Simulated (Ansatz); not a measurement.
# Ge2H6: the cost of one run

All numbers below are computed with Ansatz 0.2.0 (RKS PBE/def2-SVP).

## (1) Starting point

Bond lengths: Ge1–Ge2 2.400 Å, Ge2–H3 1.550 Å, Ge2–H4 1.550 Å, Ge2–H5 1.550 Å, Ge1–H6 1.550 Å, Ge1–H7 1.549 Å, Ge1–H8 1.549 Å. Angles: Ge1–Ge2–H3 109.5°, Ge1–Ge2–H4 109.5°, Ge1–Ge2–H5 109.5°, H3–Ge2–H4 109.4°, H3–Ge2–H5 109.4°, H4–Ge2–H5 109.4°, Ge2–Ge1–H6 109.5°, Ge2–Ge1–H7 109.5°, Ge2–Ge1–H8 109.5°, H6–Ge1–H7 109.5°, H6–Ge1–H8 109.5°, H7–Ge1–H8 109.5°.

Coordinates:

```xyz
8

Ge    0.0000    0.0000    0.0000
Ge    0.0000    0.0000    2.4000
H    -1.3958   -0.4318    2.9174
H     1.0719   -0.9929    2.9174
H     0.3240    1.4247    2.9174
H     1.4616    0.0000   -0.5162
H    -0.7300    1.2648   -0.5162
H    -0.7300   -1.2648   -0.5162
```

## (2) Relaxing the start

The input, input.yaml:

```yaml
crystal:
  periodic: [false, false, false]
  atoms:
    - { symbol: Ge, position_ang: [0.0, 0.0, 0.0] }
    - { symbol: Ge, position_ang: [0.0, 0.0, 2.4] }
    - { symbol: H, position_ang: [-1.3958, -0.4318, 2.9174] }
    - { symbol: H, position_ang: [1.0719, -0.9929, 2.9174] }
    - { symbol: H, position_ang: [0.324, 1.4247, 2.9174] }
    - { symbol: H, position_ang: [1.4616, 0.0, -0.5162] }
    - { symbol: H, position_ang: [-0.73, 1.2648, -0.5162] }
    - { symbol: H, position_ang: [-0.73, -1.2648, -0.5162] }
basis:
  gaussian: { orbitals: def2-SVP }
hamiltonian:
  xc: pbe
relax:
  f_tol: 0.02
  max_steps: 40
```

On the command line:

```console
ansatz run input.yaml --threads 2 --pin off --max-ram 3072MiB --backend cpu --events-out ev --progress --plain --runs-dir out
```

**Question.** How long does this run take on 2 threads of Arm Neoverse V1, shared host, and how much memory does it need?

About 11 s, with a peak of 0.13 GiB.
